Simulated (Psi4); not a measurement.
# GeH3O (SMILES [OH][GeH2]), run twice

Wanted: the energy of GeH3O, U-r2SCAN-3c/def2-mTZVPP (Cholesky decomposition).

Program for the calculation: Psi4 1.11.

2 further runs of the same task are left out: 1 that didn't finish, 1 set aside as unsound or not needed.

**1. The system as given**

GeH3O: 5 atoms, total charge 0, spin state doublet. As SMILES, `[OH][GeH2]`. Geometry: relaxed at PBE0-D4/def2-TZVP. This is one conformer, not always the lowest.

Bond lengths: O1–Ge2 1.786 Å, O1–H3 0.960 Å, Ge2–H4 1.546 Å, Ge2–H5 1.557 Å. Angles: O1–Ge2–H4 103.8°, O1–Ge2–H5 108.9°, Ge2–O1–H3 112.6°, H4–Ge2–H5 111.8°.

**2. The input as first written**

geh3o.inp

```
memory 1.6 GB

molecule system {
  0 3
  O      0.355500    -1.075800     0.460700
  Ge    -0.520100     0.416100     0.017700
  H      1.097400    -0.907600     1.046500
  H     -1.396800    -0.014400    -1.180300
  H      0.513900     1.508000    -0.385900
  units angstrom
  no_reorient
  no_com
}

set {
  reference uks
  scf_type cd
}

energy_value, wavefunction = energy("r2scan-3c", return_wfn=True)
```

On the command line:

```sh
$ psi4 -n 1 geh3o.inp geh3o.out
```

geh3o.out:

```text
Psi4 1.11 release

qcelemental.exceptions.ValidationError: Inconsistent or unspecified chg/mult: sys chg: None, frag chg: [0.0], sys mult: None, frag mult: [3]

Printing out the relevant lines from the Psithon --> Python processed input file:
    from psi4.driver.wrapper_database import database, db, DB_RGT, DB_RXN
    from psi4.driver.wrapper_autofrag import auto_fragments
    psi4_io = core.IOManager.shared_object()
    core.set_memory_bytes(1600000000)

--> system = geometry("""
      0 3
      O      0.355500    -1.075800     0.460700
      Ge    -0.520100     0.416100     0.017700
      H      1.097400    -0.907600     1.046500
      H     -1.396800    -0.014400    -1.180300

!----------------------------------------------------------------------------------!
!                                                                                  !
!  Inconsistent or unspecified chg/mult: sys chg: None, frag chg: [0.0], sys mult: !
!     None, frag mult: [3]                                                         !
!                                                                                  !
!----------------------------------------------------------------------------------!

    Psi4 run time: 0:00:00.00
```

Run time: 1.1 s. Hardware: 1 thread of AMD EPYC 7B13 (Zen 3), shared host; peak memory 0.25 GiB.

**3. What went wrong**

The input was rejected.

The log says `qcelemental.exceptions.ValidationError: Inconsistent or unspecified chg/mult: sys chg: None, frag chg: [0.0], sys mult: None, frag mult: [3]`. Cause: the spin state typed doesn't suit the molecule. To mend it: multiplicity 2 in place of 3.

**4. The mended input**

geh3o.dat

```
memory 1600 mb

molecule {
  0 2
  O      0.355500    -1.075800     0.460700
  Ge    -0.520100     0.416100     0.017700
  H      1.097400    -0.907600     1.046500
  H     -1.396800    -0.014400    -1.180300
  H      0.513900     1.508000    -0.385900
  units angstrom
  no_reorient
  no_com
}

set {
  reference uks
  scf_type  cd
}

energy("r2scan-3c")
print_variables()
```

On the command line:

```sh
$ psi4 geh3o.dat geh3o.out -n 1
```

geh3o.out:

```text
[...]
  Running in c1 symmetry.
[...]
  Nuclear repulsion =  113.083763680620223
[...]
  Multiplicity = 2
[...]
  Nalpha       = 22
  Nbeta        = 21
[...]
    Number of basis functions: 75
[...]
   @UKS iter   1: -2152.32601639653012   -1.66159e+00   4.11267e-02 DIIS/ADIIS
[...]
   @UKS iter  10: -2153.98030276216286   -1.34837e-08   5.48543e-07 DIIS
[...]
   @S^2 Observed:                7.522710009E-01
[...]
    Orbital Energies [Eh]
    ---------------------
    Alpha Occupied:
       1A   -398.154242     2A    -49.593586     3A    -44.085086
       4A    -44.083733     5A    -44.083227     6A    -18.959853
       7A     -6.166736     8A     -4.319828     9A     -4.317963
      10A     -4.315652    11A     -1.137870    12A     -1.131522
      13A     -1.130393    14A     -1.128764    15A     -1.128372
      16A     -0.952596    17A     -0.531513    18A     -0.431588
      19A     -0.344754    20A     -0.322307    21A     -0.296065
      22A     -0.192010
    Alpha Virtual:
      23A     -0.013292    24A      0.063844    25A      0.066979
[...]
  @UKS Final Energy: -2153.98030276216286
   => Energetics <=
    Nuclear Repulsion Energy =            113.0837636806202227
    One-Electron Energy =               -3225.7066306896831520
    Two-Electron Energy =                1047.3635991481087331
    DFT Exchange-Correlation Energy =     -88.7248288502024138
    Empirical Dispersion Energy =           0.0037939489940092
    VV10 Nonlocal Energy =                  0.0000000000000000
    Total Energy =                      -2153.9803027621628644
[...]
 Multipole Moments:
 ------------------------------------------------------------------------------------
     Multipole            Electronic (a.u.)      Nuclear  (a.u.)        Total (a.u.)
 ------------------------------------------------------------------------------------
 L = 1.  Multiply by 2.5417464519 to convert [e a0] to [Debye]
 Dipole X            :         25.8952974          -25.6713625            0.2239349
 Dipole Y            :         -9.5660755           10.0057219            0.4396464
 Dipole Z            :         -6.8583261            7.0530248            0.1946987
 Magnitude           :                                                    0.5304182
[...]
```

Wall time 15 s (1 thread of AMD EPYC 7B13 (Zen 3), shared host); peak memory 0.75 GiB.

**5. Results**

At U-r2SCAN-3c/def2-mTZVPP (Cholesky decomposition):

| quantity | value |
| --- | --- |
| total energy | -2153.98030 Eh |
| dipole moment | 1.35 D |
| HOMO energy (highest over α and β) | -5.22 eV |
| LUMO energy (lowest over α and β) | -3.17 eV |
| ⟨S²⟩ | 0.752 |
